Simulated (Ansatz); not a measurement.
# GdO (CsCl type): equation of state

The task here is to estimate one member of a computed series from the others.

Computed with Ansatz 0.2.0 (DFT PBE+U (U_eff = 6 eV on Gd 4f), scalar-relativistic, plane waves, PAW, unless a step's input says otherwise).

2 further runs of the same task are left out: 1 that didn't finish, 1 set aside as unsound or not needed. Runs told in other sessions of the task aren't counted.

## The structure to begin with

Symmetry: Pm-3m, No. 221, cubic system. Conventional cell: a = 3.033 Å, b = 3.033 Å, c = 3.033 Å, α = 90.00°, β = 90.00°, γ = 90.00°. Gd (site symmetry m-3m) has 8 O at 2.63 Å in its first shell of neighbours. O (site symmetry m-3m) is surrounded by 8 Gd at 2.63 Å.

As a file:

```cif
data_structure
_symmetry_space_group_name_H-M 'P 1'
_symmetry_Int_Tables_number 1
_cell_length_a 3.0325
_cell_length_b 3.0325
_cell_length_c 3.0325
_cell_angle_alpha 90.000
_cell_angle_beta 90.000
_cell_angle_gamma 90.000
_cell_volume 27.89
loop_
_atom_site_label
_atom_site_type_symbol
_atom_site_fract_x
_atom_site_fract_y
_atom_site_fract_z
_atom_site_occupancy
Gd1 Gd 0.00000 0.00000 0.00000 1
O1 O 0.50000 0.50000 0.50000 1
```

An earlier run at PBE+U (U_eff = 6 eV on Gd 4f) left this cell at 13.944 Å³/atom and -0.03 GPa (10×10×10 mesh).

Volume factors to run: 0.980, 1.020, 0.960, 1.040, 1.070, 1.100, 0.945.

The first run:

File input.yaml:

```yaml
crystal:
  lattice:
    - [3.0121672082, 0.0, 0.0]
    - [0.0, 3.0121672082, 0.0]
    - [0.0, 0.0, 3.0121672082]
  atoms:
    - { symbol: Gd, position: [0.0, 0.0, 0.0], spin: 7.9 }
    - { symbol: O, position: [0.5, 0.5, 0.5] }
basis:
  ecutwfc: 420
  ecutrho_ratio: 4
kpoints:
  mp_grid: { grid: [10, 10, 10] }
hamiltonian:
  xc: pbe
  hubbard:
    sites:
      - { species: Gd, l: f, u_eff: 6.0, starting_ns: start.occupation_matrices }
    ns_hold: { iters: 6 }
scf:
  occupations: { method: gaussian, width: 0.05 }
  lower_state_search: "off"
output:
  forces: true
  stress: true
  eigenvalues: true
  populations: true
  hubbard: { sites: [{ species: Gd, l: f }] }
magnetization:
  spin_polarized: true
```

start.occupation_matrices holds the open shells' occupation matrices from the neighbouring geometry.

The run is started by

```bash
$ ansatz run input.yaml --threads 2 --pin off --max-ram 2662MiB --backend cpu --events-out ev --progress --plain --runs-dir out
```

Among the steps run: At 0.980 of the relaxed volume; At 1.020 of the relaxed volume; At 0.960 of the relaxed volume; Scaling the volume by 1.040; Volume × 1.070; At 1.100 of the relaxed volume; Scaling the volume by 0.945.

One table of the session follows, with a row left open; its other results are not shown here.

It belongs to the step «The fit». 

| volume (Å³/atom) | energy (meV/atom) | pressure (GPa) | moment of atom 1 (μB) |
| --- | --- | --- | --- |
| 13.177 | 19.41 | 8.56 | 7.16 |
| 13.386 | 9.94 | 5.96 | 7.17 |
| 13.665 | 2.34 | 2.77 | 7.18 |
| 13.944 | 0.00 | -0.03 | 7.18 |
| 14.223 | ? | ? | ? |
| 14.502 | 8.65 | -4.69 | 7.21 |
| 14.920 | 24.50 | -7.44 | 7.23 |
| 15.338 | 47.33 | -9.91 | 7.25 |

**Question.** Estimate the row for volume (Å³/atom) = 14.223.

Worked estimate for «energy (meV/atom)». A straight line through the neighbours (13.944, 0.00) and (14.502, 8.65) gives 0.00 + (8.65 − 0.00) × (14.223 − 13.944) / (14.502 − 13.944) = 4.33; a parabola fitted to 4 rows on both sides gives 2.42.

The run gave: energy (meV/atom): 2.36; pressure (GPa): -2.52; moment of atom 1 (μB): 7.20. In «energy (meV/atom)» the line misses by +1.97 and the parabola by +0.06.

Limits of these values: Warnings in the runs' records: filled band counts differ across k points, stability check not made.
